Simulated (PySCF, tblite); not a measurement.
# C3H7F2O2Si radical: geometry, infrared bands and EPR parameters

What infrared bands and EPR parameters should C3H7F2O2Si radical (`FC(F)OC[CH]O[SiH3]`) show?

Programs: tblite 0.8.0 and PySCF 2.14.0, with density-fitted response routines of our own. Each step states its level of theory. These are calculated values for one molecule in the gas phase, unless marked as measured. Atoms are numbered from 0 throughout.

## (1) The molecule as given

15 atoms, charge 0, multiplicity 2; geometry from: force field or distance geometry start.

Bonds of the start (Å): F0–C1 1.39, C1–F2 1.37, C1–O3 1.37, O3–C4 1.37, C4–C5 1.51, C5–O6 1.41, O6–Si7 1.73, C1–H8 1.11, C4–H9 1.10, C4–H10 1.13, C5–H11 1.12, Si7–H12 1.48, Si7–H13 1.49, Si7–H14 1.47.

## (2) Geometry optimisation with GFN2-xTB

The job: settings as JSON, then the geometry in Å.

```
{"job": {"kind": "relax", "xc": "GFN2-xTB", "basis": "xTB"}, "charge": 0, "multiplicity": 2}
F     -2.649200    -1.089900     1.195800
C     -2.520800    -0.250400     0.094700
F     -3.772100    -0.090400    -0.431500
O     -1.764000    -0.895100    -0.853200
C     -0.672500    -0.191200    -1.280500
C      0.224500     0.090100    -0.104900
O      1.313300     0.819000    -0.634000
Si     2.783000     0.499200     0.215300
H     -2.133800     0.749000     0.382400
H     -0.923600     0.782900    -1.729600
H     -0.125700    -0.794600    -2.063000
H      0.601000    -0.859300     0.365900
H      2.677100    -0.742300     1.007800
H      3.829600     0.394500    -0.839900
H      3.128600     1.586300     1.147100
```

Launch:

```bash
OMP_NUM_THREADS=1 python probes_run.py task.json out
```

One launch serves the whole session: the jobs run in the order shown.

Output:

```text
step      E/eV     max force
  0    -796.54576    3.157
  1    -796.88272    1.945
  2    -797.07700    0.951
  3    -797.14522    0.993
  4    -797.20456    0.562
  5    -797.23539    0.514
  6    -797.26553    0.443
  7    -797.28376    0.332
  8    -797.29619    0.296
  9    -797.30673    0.338
 10    -797.31780    0.360
 11    -797.33018    0.314
 12    -797.34229    0.233
 13    -797.35196    0.214
 14    -797.35972    0.229
 15    -797.36623    0.182
 16    -797.37074    0.167
 17    -797.37450    0.170
 18    -797.37895    0.192
 19    -797.38443    0.220
 20    -797.39046    0.218
 21    -797.39589    0.190
 22    -797.40018    0.140
 23    -797.40378    0.150
 24    -797.40720    0.146
 25    -797.40984    0.111
 26    -797.41147    0.099
 27    -797.41276    0.088
 28    -797.41425    0.099
 29    -797.41598    0.095
 30    -797.41753    0.107
 31    -797.41864    0.098
 32    -797.41950    0.069
 33    -797.42026    0.076
 34    -797.42089    0.067
 35    -797.42136    0.056
 36    -797.42177    0.057
 37    -797.42227    0.075
 38    -797.42285    0.077
 39    -797.42350    0.063
 40    -797.42416    0.069
 41    -797.42484    0.066
 42    -797.42557    0.077
 43    -797.42638    0.073
 44    -797.42737    0.082
 45    -797.42873    0.092
 46    -797.43044    0.118
 47    -797.43208    0.101
 48    -797.43329    0.090
 49    -797.43411    0.086
 50    -797.43501    0.077
 51    -797.43612    0.090
 52    -797.43724    0.075
 53    -797.43822    0.064
 54    -797.43908    0.065
 55    -797.43992    0.060
 56    -797.44099    0.078
 57    -797.44193    0.068
 58    -797.44272    0.068
 59    -797.44351    0.073
 60    -797.44441    0.076
 61    -797.44529    0.099
 62    -797.44596    0.072
 63    -797.44640    0.049
 64    -797.44680    0.049
 65    -797.44737    0.059
 66    -797.44817    0.068
 67    -797.44936    0.092
 68    -797.45073    0.115
 69    -797.45190    0.091
 70    -797.45262    0.056
 71    -797.45312    0.053
 72    -797.45376    0.061
 73    -797.45492    0.101
 74    -797.45649    0.098
 75    -797.45807    0.172
 76    -797.45970    0.124
 77    -797.46071    0.226
 78    -797.46245    0.072
 79    -797.46352    0.110
 80    -797.46451    0.125
 81    -797.46617    0.088
 82    -797.46727    0.085
 83    -797.46875    0.099
 84    -797.47007    0.099
 85    -797.47144    0.083
 86    -797.47306    0.081
 87    -797.47541    0.145
 88    -797.47740    0.126
 89    -797.47929    0.097
 90    -797.48008    0.236
 91    -797.48183    0.080
 92    -797.48291    0.081
 93    -797.48428    0.076
 94    -797.48525    0.093
 95    -797.48612    0.105
 96    -797.48699    0.084
 97    -797.48797    0.096
 98    -797.48908    0.112
 99    -797.49110    0.168
100    -797.49424    0.182
101    -797.49268    0.424
102    -797.50114    0.174
103    -797.50487    0.124
104    -797.50323    0.290
105    -797.51037    0.205
106    -797.51247    0.152
107    -797.51028    0.322
108    -797.51704    0.096
109    -797.51879    0.132
110    -797.52020    0.265
111    -797.52356    0.105
112    -797.52507    0.079
113    -797.52778    0.140
114    -797.52893    0.057
115    -797.52950    0.094
116    -797.53009    0.071
117    -797.53064    0.077
118    -797.53149    0.065
119    -797.53239    0.138
120    -797.53330    0.057
121    -797.53392    0.064
122    -797.53438    0.079
123    -797.53479    0.078
124    -797.53526    0.054
125    -797.53588    0.065
126    -797.53680    0.081
127    -797.53784    0.102
128    -797.53888    0.117
129    -797.54074    0.122
130    -797.54376    0.097
131    -797.54624    0.144
132    -797.54964    0.221
133    -797.54623    0.297
134    -797.55422    0.162
135    -797.55655    0.140
136    -797.56003    0.171
137    -797.56210    0.124
138    -797.56295    0.084
139    -797.56433    0.106
140    -797.56500    0.058
141    -797.56549    0.041
142    -797.56589    0.044
143    -797.56627    0.050
144    -797.56674    0.061
145    -797.56726    0.070
146    -797.56780    0.053
147    -797.56837    0.075
148    -797.56901    0.070
149    -797.56956    0.078
150    -797.56997    0.047
151    -797.57035    0.043
152    -797.57060    0.035
153    -797.57086    0.037
154    -797.57109    0.035
155    -797.57130    0.034
156    -797.57154    0.037
157    -797.57181    0.038
158    -797.57211    0.040
159    -797.57246    0.048
160    -797.57291    0.056
161    -797.57338    0.053
162    -797.57379    0.053
163    -797.57410    0.043
164    -797.57435    0.046
165    -797.57456    0.048
166    -797.57478    0.039
167    -797.57503    0.036
168    -797.57532    0.037
169    -797.57560    0.031
170    -797.57582    0.030
171    -797.57596    0.028
172    -797.57607    0.027
173    -797.57621    0.028
174    -797.57641    0.039
175    -797.57667    0.046
176    -797.57697    0.043
177    -797.57722    0.037
178    -797.57742    0.038
179    -797.57760    0.036
180    -797.57772    0.029
181    -797.57784    0.019
182    -797.57792    0.019
183    -797.57799    0.020
184    -797.57806    0.020
185    -797.57821    0.022
186    -797.57833    0.023
187    -797.57851    0.023
188    -797.57868    0.022
189    -797.57882    0.017
190    -797.57888    0.015
191    -797.57891    0.020
192    -797.57896    0.011
193    -797.57900    0.013
194    -797.57904    0.018
195    -797.57908    0.022
196    -797.57912    0.024
197    -797.57918    0.024
198    -797.57925    0.022
199    -797.57936    0.028
200    -797.57953    0.040
201    -797.57983    0.053
202    -797.58024    0.060
203    -797.58074    0.053
204    -797.58122    0.035
205    -797.58149    0.029
206    -797.58160    0.022
207    -797.58171    0.018
208    -797.58176    0.009
```

Run time: 4.2 s. Hardware: 1 thread of Intel Xeon at 2.50GHz, shared host.

Relaxation path: (not every step is listed)

| step | energy from step 0 (eV) | largest force (eV/Å) |
| --- | --- | --- |
| 0 | 0.0000 | 3.1566 |
| 1 | -0.3370 | 1.9453 |
| 2 | -0.5312 | 0.9512 |
| 3 | -0.5995 | 0.9933 |
| 4 | -0.6588 | 0.5619 |
| 5 | -0.6896 | 0.5139 |
| 6 | -0.7198 | 0.4429 |
| 7 | -0.7380 | 0.3323 |
| 8 | -0.7504 | 0.2962 |
| 27 | -0.8670 | 0.0880 |
| 46 | -0.8847 | 0.1182 |
| 65 | -0.9016 | 0.0588 |
| 84 | -0.9243 | 0.0989 |
| 103 | -0.9591 | 0.1244 |
| 122 | -0.9886 | 0.0787 |
| 141 | -1.0197 | 0.0409 |
| 160 | -1.0272 | 0.0560 |
| 179 | -1.0318 | 0.0362 |
| 198 | -1.0335 | 0.0221 |
| 203 | -1.0350 | 0.0532 |
| 204 | -1.0355 | 0.0351 |
| 205 | -1.0357 | 0.0290 |
| 206 | -1.0358 | 0.0222 |
| 207 | -1.0360 | 0.0178 |
| 208 | -1.0360 | 0.0094 |

Distances of close pairs at the start and the end, largest changes first:

| bond | before (Å) | after (Å) | change (Å) |
| --- | --- | --- | --- |
| O3–C4 | 1.367 | 1.458 | +0.091 |
| O6–Si7 | 1.727 | 1.641 | -0.086 |
| C5–O6 | 1.413 | 1.334 | -0.079 |
| C5–H11 | 1.125 | 1.077 | -0.048 |
| C4–H10 | 1.129 | 1.090 | -0.039 |
| Si7–H13 | 1.490 | 1.454 | -0.036 |
| C1–O3 | 1.374 | 1.341 | -0.032 |
| C4–C5 | 1.505 | 1.476 | -0.029 |

The final coordinates are the input of the step that follows.

## (3) Vibrational analysis with GFN2-xTB

The job: settings as JSON, then the geometry in Å.

```
{"job": {"kind": "ir", "xc": "GFN2-xTB", "basis": "xTB"}, "charge": 0, "multiplicity": 2}
F     -1.309116     0.022742     1.304576
C     -1.932744     0.344714     0.134321
F     -3.199973     0.630828     0.474637
O     -1.933617    -0.677806    -0.733838
C     -0.758434    -0.747095    -1.594247
C      0.503404    -0.857982    -0.836718
O      1.126804     0.275213    -0.510116
Si     2.265529     0.661442     0.606352
H     -1.450369     1.269150    -0.238187
H     -0.744431     0.151882    -2.221772
H     -0.952489    -1.634968    -2.196000
H      0.744600    -1.759597    -0.299126
H      3.464933    -0.148117     0.379056
H      2.422207     2.063137     0.253218
H      1.749282     0.414447     1.950275
```

Output:

```text
mode    cm-1     km/mol
  1      42.3      0.84
  2      50.6      3.40
  3      69.3      2.70
  4      89.2      0.16
  5     144.7      1.91
  6     179.0      2.79
  7     269.4      1.19
  8     284.8      9.95
  9     405.5      0.31
 10     429.8      7.76
 11     476.2     25.68
 12     579.2     33.20
 13     583.1     23.51
 14     600.4     41.01
 15     635.8     72.31
 16     731.7    206.58
 17     736.5     67.79
 18     793.3    203.26
 19     820.1    323.82
 20     902.9    109.50
 21     965.6    167.59
 22     971.1    133.99
 23    1070.7    175.26
 24    1086.7     17.60
 25    1118.2    231.80
 26    1214.9     56.74
 27    1246.7     13.74
 28    1271.2     37.55
 29    1285.8     54.35
 30    1309.3     40.50
 31    1364.3     70.59
 32    1417.6     14.06
 33    2241.5    325.98
 34    2287.7    176.75
 35    2350.5    224.12
 36    2847.8     50.99
 37    2916.9     23.46
 38    2994.6      3.88
 39    3090.1     27.40
```

Run time: 1.2 s. Hardware: 1 thread of Intel Xeon at 2.50GHz, shared host.

Which atoms move in the most intense modes:

| cm⁻¹ | km/mol | atoms |
| --- | --- | --- |
| 732 | 206.6 | H13 61 %, H14 17 %, H12 15 % |
| 793 | 203.3 | H12 39 %, H14 35 %, H13 20 % |
| 820 | 323.8 | H12 37 %, H14 35 %, H13 20 % |
| 1071 | 175.3 | C1 43 %, F2 23 % |
| 1118 | 231.8 | C1 44 %, O3 22 %, H10 20 % |
| 2242 | 326.0 | H12 86 %, H14 10 % |
| 2288 | 176.8 | H14 86 %, H12 11 % |
| 2350 | 224.1 | H13 97 % |

## (4) EPR parameters: B3LYP/pcH-1

The job, as its differences from that of step 3:

```diff
@@ -1,2 +1,2 @@
-{"job": {"kind": "ir", "xc": "GFN2-xTB", "basis": "xTB"}, "charge": 0, "multiplicity": 2}
+{"job": {"kind": "epr", "basis": "pcH-1"}, "charge": 0, "multiplicity": 2}
 F     -1.309116     0.022742     1.304576
```

Level: UKS B3LYP, pcH-1 on C F H O Si, non-relativistic, mean-field spin-orbit, GIAO.

Output:

```text
UKS, coarse grid
  cycle   1  E = -757.95793572  |g| = 7.90e-01
  cycle   2  E = -757.64988076  |g| = 1.26e+00
  cycle   3  E = -758.15067684  |g| = 9.73e-02
  cycle   4  E = -758.15275528  |g| = 6.53e-02
  cycle   5  E = -758.15412157  |g| = 1.01e-02
  cycle   6  E = -758.15415331  |g| = 3.78e-03
  cycle   7  E = -758.15415961  |g| = 1.54e-03
  cycle   8  E = -758.15416003  |g| = 8.05e-04
UKS, final grid
  cycle   1  E = -758.15409643  |g| = 1.29e-03
  cycle   2  E = -758.15409542  |g| = 2.21e-03
  cycle   3  E = -758.15409696  |g| = 9.68e-05
  cycle   4  E = -758.15409697  |g| = 2.82e-05
E = -758.15409697 Eh   <S^2> = 0.7534 (exact 0.7500)
g shifts (ppm)      1          2          3
  rmc          -200       -200       -200
  gc              3         55         38
  oz_so         -98        920       1640
  total        -296        775       1477
hyperfine (MHz)  atom isotope    a_iso     a_fc   dipolar eigenvalues
    0   19F       3.73       3.68     -7.27     -3.80     11.07
    1   13C      -1.89      -1.89     -1.13      0.00      1.13
    2   19F      24.54      24.49     -8.39     -7.42     15.81
    3   17O     -46.54     -46.52    -23.63     11.57     12.06
    4   13C      -2.29      -2.29     -1.59     -0.69      2.28
    5   13C     112.18     112.21    -76.32    -74.76    151.08
    6   17O     -19.46     -19.48    -54.27     26.48     27.79
    7  29Si       1.06       1.04     -2.31      0.97      1.34
    8    1H      -0.36      -0.36     -3.02     -1.71      4.73
    9    1H       6.86       6.86     -5.98     -3.75      9.73
   10    1H      23.47      23.47     -6.76     -3.09      9.86
   11    1H     -52.46     -52.49    -34.95     -1.40     36.35
   12    1H       7.87       7.87     -2.25     -1.94      4.19
   13    1H      -3.03      -3.03     -2.53     -1.82      4.35
   14    1H      12.98      12.98     -2.22     -1.84      4.06
```

Run time: 3 min. Hardware: 1 thread of Intel Xeon at 2.50GHz, shared host; peak memory 0.96 GiB.

Principal g values 2.00202, 2.00309, 2.00380; g(iso) = 2.00297, against 2.00232 for a free electron.

Hyperfine couplings; where a row names several nuclei, a(iso) is their mean (it holds for fast rotation or exchange) and the dipolar term the largest among them:

| nuclei | isotope | a(iso) (MHz) | a(iso) (G, at g = 2.0023) | largest dipolar term (MHz) |
| --- | --- | --- | --- | --- |
| C5 | 13C | 112.2 | 40.0 | 151.1 |
| H11 | 1H | -52.5 | -18.7 | 36.4 |
| O3 | 17O | -46.5 | -16.6 | -23.6 |
| O6 | 17O | -19.5 | -6.9 | -54.3 |
| H9, H10 | 1H | 15.2 | 5.4 | 9.9 |
| F0, F2 | 19F | 14.1 | 5.0 | 15.8 |
| H12, H13, H14 | 1H | 5.9 | 2.1 | 4.4 |
| C4 | 13C | -2.3 | -0.8 | 2.3 |
| C1 | 13C | -1.9 | -0.7 | -1.1 |
| Si7 | 29Si | 1.1 | 0.4 | -2.3 |
| H8 | 1H | -0.4 | -0.1 | 4.7 |

Mulliken spin populations:

F0 0.00; C1 -0.01; F2 0.00; O3 0.05; C4 -0.03; C5 0.88; O6 0.10; Si7 0.01; H8 0.00; H9 0.00; H10 0.01; H11 -0.04; H12 0.01; H13 0.00; H14 0.01

In first order the couplings over 0.8 MHz of 1H, 19F give 72 distinct lines over 46.0 G, if the averaged nuclei exchange fast.

The fields below are evaluated on a grid from the run's orbitals.

ELF in a plane through or near 8 of the atoms.

Ten even steps from ' ' (0.00) to '@' (1.00):
```
                                                        
                                                        
                                                        
                                    ..--::              
                ....                ==%%%%==..          
              ::----..      ..    ..++######::          
            ::++**++::        ..++--**##%%##--          
            ..::..::..        ::**++..======::          
        ......++##  --++==    ..==--++--                
      --##@@##++%%..%%%%##--    ..**##%%##::            
    ..##@@@@@@==..**%%++##++==--==####%%%%==            
    ::%%@@@@@@%%::--**##**..%%%%----==----..            
    ..##@@@@@@++  ..::==##==%%**::==++                  
      ::##@@@@::    ..++%%%%**++%%@@@@++                
          ....      ..**%%##::::@@@@@@@@==              
                    ..++**==    ##@@@@@@::              
                                ..====..                
                                                        
                                                        
                                                        
```
The map spans 12.1 Å across and 9.5 Å up, centred on the molecule. Atoms in the plane (x, y in Å): C1 (1.7, 1.1), F2 (2.8, 1.9), O3 (2.1, -0.2), C4 (1.2, -1.2), C5 (-0.2, -1.1), Si7 (-2.5, 0.3), H10 (1.7, -2.1), H12 (-3.4, -0.7).

On the surface of density 0.002 e/bohr³ the electrostatic potential runs, from the 1st to the 99th percentile, from -1.22 V near O3 to 1.81 V near H14.

The spin density lies nearest to C5 57 %; O6 14 %; H11 13 %; O3 6 %.

## (5) What came out

```
                                 quantity                  value
strongest single infrared mode (GFN2-xTB)  2242 cm⁻¹, 326 km/mol
             zero-point energy (GFN2-xTB)          59.9 kcal/mol
                           g(iso) (B3LYP)                2.00297
                                     ⟨S²⟩     0.753 (exact 0.75)
       largest a(iso) (averaged by class)   13C on C5, 112.2 MHz
    surface potential, 1st and 99th percentile     -1.22 V and 1.81 V
```

The optimisation took 208 steps and gained 1.036 eV; among the close pairs (by a distance rule), O3–C4 changed most, from 1.367 to 1.458 Å. All 39 modes are real, so the xTB geometry is a minimum. The strongest single mode, at 2242 cm⁻¹, moves mainly H12. Unscaled tight-binding wavenumbers are off by several per cent, some by more. Its intensities can rank the bands wrongly. C5 carries the largest spin population, 0.88 e. The isotropic g lies 0.7 ppt above the free-electron value.
